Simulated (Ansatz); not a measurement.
**FGaH₂S: molecular dynamics**

Aim: follow the atoms for 60 steps of 0.25 fs with a Nosé-Hoover thermostat, with velocities drawn for 300 K, and see to which side of the barrier the system falls.

Program: Ansatz 0.2.0, Gaussian basis. Level of theory: BHLYP-D4/def2-TZVP. These are calculated values, not measurements.

**1. Starting geometry**

The start, a first-order saddle point found at PBE0-D4 in triple zeta: 5 atoms, charge 0, spin multiplicity 1.

Atoms are counted from 1 here; the program's logs count them from 0.

Bond lengths: Ga1–F2 2.037 Å, Ga1–S3 2.080 Å, Ga1–H5 1.534 Å, F2–H4 1.119 Å. Angles: F2–Ga1–S3 82.6°, F2–Ga1–H5 110.4°, S3–Ga1–H5 167.0°, Ga1–F2–H4 73.5°.

Coordinates:

```xyz
5
FGaH2S
Ga   -0.73062    0.11998   -0.23439
F     1.07254    0.70270    0.51360
S     0.19029   -1.74507   -0.26949
H     1.14723   -0.39784    0.32766
H    -1.67953    1.32023   -0.33738
```

**2. The run**

Contents of md/in.yaml:

```yaml
crystal:
  periodic: [false, false, false]
  atoms:
    - {symbol: Ga, position_ang: [-0.730622, 0.119985, -0.234390]}
    - {symbol: F, position_ang: [1.072542, 0.702696, 0.513599]}
    - {symbol: S, position_ang: [0.190285, -1.745071, -0.269493]}
    - {symbol: H, position_ang: [1.147228, -0.397840, 0.327663]}
    - {symbol: H, position_ang: [-1.679532, 1.320230, -0.337379]}
basis:
  gaussian: {orbitals: def2-TZVP}
hamiltonian: {xc: {name: BHLYP}, dispersion: d4}
md: {n_steps: 60, timestep: 0.25, temperature: 300, ensemble: nvt_nose_hoover, seed: 407, initial_velocities: maxwell_boltzmann}
```

Command:

```console
$ ansatz run in.yaml --threads 2 --pin off --events-out ev --progress --plain --max-ram 4352MiB
```

Before running it: what results should come out? Wanted: temperature at the start; mean temperature, second half; lowest and highest potential energy, from the first frame; largest change of potential + kinetic.

**Answer**, as computed:

```
                                                 quantity              value
                                                   length  60 steps, 15.0 fs
                                 temperature at the start              300 K
                            mean temperature, second half              138 K
lowest and highest potential energy, from the first frame      -1 and 79 meV
                    largest change of potential + kinetic            0.2 meV
```

In words: By the last frame it has moved towards the side where F2–H4 form. The thermostat trades energy with the molecule, so the sum of potential and kinetic energy isn't conserved: it changes by +0 meV over the run. The mean temperature of the second half is still well below the 300 K set. The temperature runs between 96 and 303 K.
